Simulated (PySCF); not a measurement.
# Mo₃: structure of the triplet

The task is one start of a wider search on Mo₃: the triplet, from a obtuse triangle start. It is relaxed, tested by its Hessian and followed downhill if it is a saddle.

Computed with PySCF 2.14.0. Level: PBE0, basis Mo def2-TZVP with ECP28, scalar-relativistic core potentials, no spin–orbit coupling, density fitting.

**1. The starting structure**

3 atoms, charge 0, spin multiplicity 3.

Bond lengths: Mo1–Mo2 2.716 Å, Mo1–Mo3 2.716 Å. Angles: Mo2–Mo1–Mo3 104.9°.

```xyz
3
charge 0 multiplicity 3
Mo    0.0000    0.0000    0.0000
Mo    2.1528    1.6560    0.0000
Mo   -2.1528    1.6560    0.0000
```

**2. The SCF at the typed geometry**

The steps below are one call of a driver around PySCF. For each, scf.py gives the equivalent set-up of the SCF; relaxations use the driver's own optimiser. After this first run the driver tries any further starts and a stability analysis.

Input file scf.py:

```python
from pyscf import gto, scf, dft
mol = gto.M(atom='''
Mo     0.000000     0.000000     0.000000
Mo     2.152800     1.656000     0.000000
Mo    -2.152800     1.656000     0.000000''',
    basis={'Mo': 'def2-TZVP'},
    ecp={'Mo': 'def2-TZVP'},
    charge=0, spin=2)
mf = dft.UKS(mol, xc='PBE0')
mf.grids.atom_grid = (50, 194)
aux = {'Mo': 'def2-universal-JKFIT'}
mf = mf.density_fit(auxbasis=aux)
mf.conv_tol = 1e-08
mf.diis_space = 10
mf.max_cycle = 60
mf.init_guess = 'minao'
mf.verbose = 4
mf.kernel()
```

Command:

```bash
$ OMP_NUM_THREADS=4 python axn.py task.json out
```

The runs that follow: Relaxation: obtuse triangle start, triplet; Hessian and properties.

**Question.** What will these runs give? Wanted: minimum; geometry; wavenumbers; dipole moment; highest occupied, lowest empty level; polar-tensor charge of Mo1; zero-point energy; atomisation energy; ⟨S²⟩.

The runs gave:

| quantity | value |
| --- | --- |
| minimum | broken-symmetry (Ms = 1), C2v |
| geometry | Mo–Mo 2.191 Å (×2), Mo–Mo 3.048 Å; Mo–Mo–Mo 45.9° (×2), Mo–Mo–Mo 88.2° |
| wavenumbers (cm⁻¹) | 151 (a1), 190 (b2), 292 (a1) |
| dipole moment | 0.18 D |
| highest occupied, lowest empty level (either spin) | -4.00, -2.84 eV |
| polar-tensor charge of Mo1 | +0.12 e |
| zero-point energy | 3.8 kJ/mol |
| entropy at 298.15 K | 331.5 J/(mol K) |
| atomisation energy (no zero-point energy) | 163 kJ/mol |
| ⟨S²⟩ | 4.373 |

The obtuse triangle start keeps its C2v symmetry and ends in a minimum. The determinant is spin-contaminated (⟨S²⟩ = 4.37 against 2.00), so it is no pure spin state. The strongest infrared band lies at 190 cm⁻¹ (b2). The first SCF alone would have been 99 kJ/mol too high. Only this shape and spin were tried, so other structures or states may lie lower. Open d and f shells are described by one determinant, and the ground state may have another occupation or spin.
